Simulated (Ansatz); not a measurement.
Runs of Ansatz 0.2.0 on HfIn4SiO6. The structure is monoclinic, space group Cm (No. 8). Conventional cell: a = 6.461 Å, b = 11.155 Å, c = 6.494 Å, α = 90.00°, β = 103.71°, γ = 90.00°. Hf (site symmetry m) has 4 O at 1.97 to 2.02 Å as nearest neighbours. In (site symmetry 1) is surrounded by 3 O at 2.38 to 2.46 Å. In (site symmetry 1) is surrounded by 3 O at 2.42 to 2.65 Å. Si (site symmetry m) is surrounded by 4 O at 1.63 to 1.66 Å. O (site symmetry 1) has 1 Si at 1.65 Å as nearest neighbours. Around O (site symmetry m) lie 1 Si at 1.66 Å. O (site symmetry m) is surrounded by 1 Si at 1.63 Å. Around O (site symmetry 1) lie 1 Hf at 1.97 Å. The cell was built by a generator and needn't be a form met in nature.

| task | level | U | k mesh | cutoff (eV) | basis error allowed | mesh quality | gap on the mesh (eV) | pressure (GPa) | largest force (eV/Å) |
| --- | --- | --- | --- | --- | --- | --- | --- | --- | --- |
| band structure | PBE | - | 3 × 3 × 2 | 495 | 0.002 eV/atom | coarse | 0.80 | 0.0 | (b) |
| band structure | revPBE | - | 4 × 4 × 3 | 495 | 0.002 eV/atom | not flagged | (a) | 1.8 | 0.10 |
| single point | PBE+U | Hf d U = 3 eV | 4 × 4 × 3 | 495 | 0.002 eV/atom | not flagged | 0.53 | 0.5 | 0.34 |
| single point | PBE+U | Hf d U = 6 eV | 4 × 4 × 3 | 495 | 0.002 eV/atom | not flagged | 0.50 | 1.2 | 0.74 |
| single point | PBE | - | 5 × 5 × 4 | 538 | 0.001 eV/atom | not flagged | 0.64 | 0.0 | 0.01 |

Alike in all rows: potentials or basis all-electron LAPW, scalar-relativistic; no spin polarisation; cell as given; smearing fermi-dirac 0.05 eV.

Task: Fill in the values left out.

Result: (a) 0.60; (b) 0.02.

Caveats: some runs use coarse meshes; spin-orbit coupling is left out, which moves the levels of the heavy elements; an odd mesh through Γ misses points on the zone boundary, where band edges often lie (some runs); U is the effective U less J, on atomic orbitals that reach past the spheres (some runs); the mesh misses the band edges, which the band path finds closer together (some runs).

A k mesh can miss the band edges, and the runs leave out spin-orbit coupling on Hf, In.

The runs don't all hold the same shells in valence.
